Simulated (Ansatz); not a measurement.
# BH3C18: the cost of one run

All numbers below are computed with Ansatz 0.2.0 (DFT PBEsol, plane waves, PAW, scalar-relativistic, no spin polarisation).

### Step 1. The starting structure

The cell holds 22 atoms (C18H3B): a = 7.398 Å, b = 7.398 Å, c = 13.000 Å, α = 90.00°, β = 90.00°, γ = 120.00°.

The coordinates stand in the first input below.

### Step 2. End point A

Contents of input.yaml:

```yaml
crystal:
  lattice:
    - [7.398, 0.0, 0.0]
    - [-3.699, 6.406856, 0.0]
    - [0.0, 0.0, 13.0]
  atoms:
    - { symbol: C, position: [0.0, 0.0, 0.0769231] }
    - { symbol: C, position: [0.2222222, 0.1111111, 0.0769231] }
    - { symbol: C, position: [0.0, 0.3333333, 0.0769231] }
    - { symbol: C, position: [0.2222222, 0.4444444, 0.0769231] }
    - { symbol: C, position: [0.0, 0.6666667, 0.0769231] }
    - { symbol: C, position: [0.2222222, 0.7777778, 0.0769231] }
    - { symbol: C, position: [0.3333333, 0.0, 0.0769231] }
    - { symbol: C, position: [0.5555556, 0.1111111, 0.0769231] }
    - { symbol: C, position: [0.3333333, 0.3333333, 0.0769231] }
    - { symbol: C, position: [0.5555556, 0.4444444, 0.0769231] }
    - { symbol: C, position: [0.3333333, 0.6666667, 0.0769231] }
    - { symbol: C, position: [0.5555556, 0.7777778, 0.0769231] }
    - { symbol: C, position: [0.6666667, 0.0, 0.0769231] }
    - { symbol: C, position: [0.8888889, 0.1111111, 0.0769231] }
    - { symbol: C, position: [0.6666667, 0.3333333, 0.0769231] }
    - { symbol: C, position: [0.8888889, 0.4444444, 0.0769231] }
    - { symbol: C, position: [0.6666667, 0.6666667, 0.0769231] }
    - { symbol: C, position: [0.8888889, 0.7777778, 0.0769231] }
    - { symbol: B, position: [0.0999213, 0.0671969, 0.1915385] }
    - { symbol: H, position: [0.2837949, 0.181871, 0.2052692] }
    - { symbol: H, position: [-0.0147521, 0.1363927, 0.2052692] }
    - { symbol: H, position: [0.0307212, -0.1166729, 0.2052692] }
basis:
  ecutwfc: 420.0
kpoints:
  mp_grid: { grid: [2, 2, 1] }
hamiltonian:
  xc: pbesol
  pseudopotentials: { kind: paw, azcp: { folder: soft_1 } }
scf:
  occupations: { method: fermi_dirac, width: 0.05 }
  lower_state_search: "off"
relax:
  f_tol: 0.03
  max_steps: 60
  adjacent_minimum: "off"
```

Command:

```
ansatz run input.yaml --threads 1 --pin off --max-ram 3072MiB --backend cpu --events-out ev --progress --plain --runs-dir out
```

Q: Estimate wall time and peak memory on 1 thread of Arm Neoverse V2, shared host.

About 70 s, with a peak of 0.67 GiB.
